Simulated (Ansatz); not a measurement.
**GeCl+ (triplet): the correlation ladder, cc-pVTZ**

An exercise on one series of results from a longer session: the logs are not shown, and one member is left open.

Computed with Ansatz 0.2.0, Gaussian basis. Level: cc-pVTZ, core rule «outside noble gas», up to 19 orbitals frozen.

The runs, in order: UHF; CCSD(T) on ROHF; CCSD(T) on UHF; BCCD(T) on ROHF; CISD; CCSDT(Q) on ROHF; CCSDT(Q) on UHF.

9 further runs of the same task are left out: 4 for a known fault of the program, 5 set aside as unsound or not needed.

## What is computed

The geometry is a PBE0/def2-TZVP stationary point (not a proven minimum) of the parent state, kept for this charge and spin. No spin-orbit coupling is included. The filled d shell of Ge may be among the frozen orbitals whatever the setting's name suggests; the logs give the count.

2 atoms, charge 1, spin multiplicity 3.

Atoms are counted from 1 here; the program's logs count them from 0.

Bond lengths: Ge1–Cl2 2.179 Å.

Set-up of the first run:

in.yaml reads:

```yaml
crystal:
  periodic: [false, false, false]
  atoms:
    - {symbol: Ge, position_ang: [0.000000, 0.000000, 0.000000]}
    - {symbol: Cl, position_ang: [0.000000, 0.000000, 2.178600]}
basis:
  gaussian: {orbitals: cc-pVTZ}
total_charge: 1
magnetization: {spin_polarized: true, initial_magnetization: 2}
hamiltonian: {xc: hf}
output: {orbitals: {seedname: orbitals}}
```

Launch:

```
ansatz run in.yaml --threads 1 --pin off --events-out ev --progress --plain --max-ram 2560MiB --backend cpu
```

Steps of the session up to this table: UHF; CCSD(T) on ROHF; CCSD(T) on UHF; BCCD(T) on ROHF; CISD; CCSDT(Q) on ROHF; CCSDT(Q) on UHF.

One of the session's tables, all rows but one given; the rest of the session is left out.

| method | from UCCSDT(Q) (meV) |
| --- | --- |
| ROHF | ? |
| UHF | +7193.8 |
| RMP2 | +1082.4 |
| UMP2 | +1119.7 |
| CISD | +875.0 |
| RCCSD | +397.3 |
| UCCSD | +366.3 |
| RCCSD(T) | +63.2 |
| UCCSD(T) | +53.2 |
| BCCD(T) | +66.2 |
| RCCSDT | +35.5 |
| UCCSDT | +19.9 |
| RCCSDT(Q) | +16.5 |
| UCCSDT(Q) | 0 |

Estimate the missing values for ROHF.

The run gave: from UCCSDT(Q) (meV): +7424.2. In the column «from UCCSDT(Q) (meV)» it is the highest.

Some runs used a GPU and others CPU threads alone; cost is compared among the CPU runs only.

Among the levels timed on like hardware, those that no quicker one beats, quickest first: CISD (7 s, +875.0 meV); RCCSD(T) (16 s, +63.2 meV); UCCSD(T) (17 s, +53.2 meV).

To keep in mind: Restricted and unrestricted rows rest on different reference determinants; where their highest levels disagree by more than a few hundredths of an eV, they describe different states and don't form one ladder.
